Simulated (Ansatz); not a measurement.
Crystal: Ba2Tl5V3O12.

```
Ba V Tl O
1.0
     6.48991   -6.67692   -0.04765
     6.48991    6.67692   -0.04765
    -1.96739    0.00000    5.75220
Ba V Tl O
2 3 5 12
Direct
  0.47917 0.52083 0.00000
  0.79264 0.20736 0.00000
  0.65694 0.94605 0.25735
  0.05395 0.34306 0.74265
  0.57442 0.42558 0.50000
  0.49835 0.85629 0.63726
  0.14371 0.50165 0.36274
  0.01508 0.98492 0.50000
  0.30964 0.12677 0.21892
  0.87323 0.69036 0.78108
  0.00390 0.26325 0.44275
  0.59719 0.60676 0.67706
  0.91333 0.42820 0.84635
  0.52536 0.79943 0.20594
  0.68766 0.41628 0.31356
  0.09251 0.20316 0.88601
  0.58372 0.31234 0.68644
  0.79684 0.90749 0.11399
  0.57180 0.08667 0.15365
  0.20057 0.47464 0.79406
  0.73675 0.99610 0.55725
  0.39324 0.40281 0.32294
```

The cell was built by a generator and needn't be a form met in nature.

Base run:

| Item | Value |
| --- | --- |
| Program | Ansatz 0.2.0 |
| Functional | PBEsol |
| Potentials or basis | Ansatz PAW |
| Cutoff | 420 eV (not typed: the program's choice for these potentials) |
| k mesh | 3 × 3 × 5 |
| Occupations | fermi-dirac, width 0.05 eV |
| Spin | collinear spin, ferromagnetic start |
| Starting moments | [0.0, 0.0, 2.0, 2.0, 2.0, 0.0, 0.0, 0.0, 0.0, 0.0, 0.0, 0.0, 0.0, 0.0, 0.0, 0.0, 0.0, 0.0, 0.0, 0.0, 0.0, 0.0] μB |

Its results: band gap on the k mesh 2.86 eV, indirect (least direct gap 2.91 eV); pressure -2.7 GPa; net moment 0.00 μB per cell; largest force 0.320 eV/Å.

Question: The run is repeated on the same cell with these changes: functional from PBEsol to PBE. What comes out?

Answer: Band gap on the k mesh 2.90 eV, indirect (least direct gap 2.95 eV); pressure 0.0 GPa; net moment 0.00 μB per cell; largest force 0.005 eV/Å.

PBE binds less tightly than PBEsol, so the same cell stands under more pressure.

Caveats: spin-orbit coupling is left out, which as a rule narrows the gap of such compounds by several tenths of an eV; the starting moments weren't kept; the PAW data sets come from PBE, with cores solved anew for the run's functional, which leaves a small shift of forces and pressure (some runs).
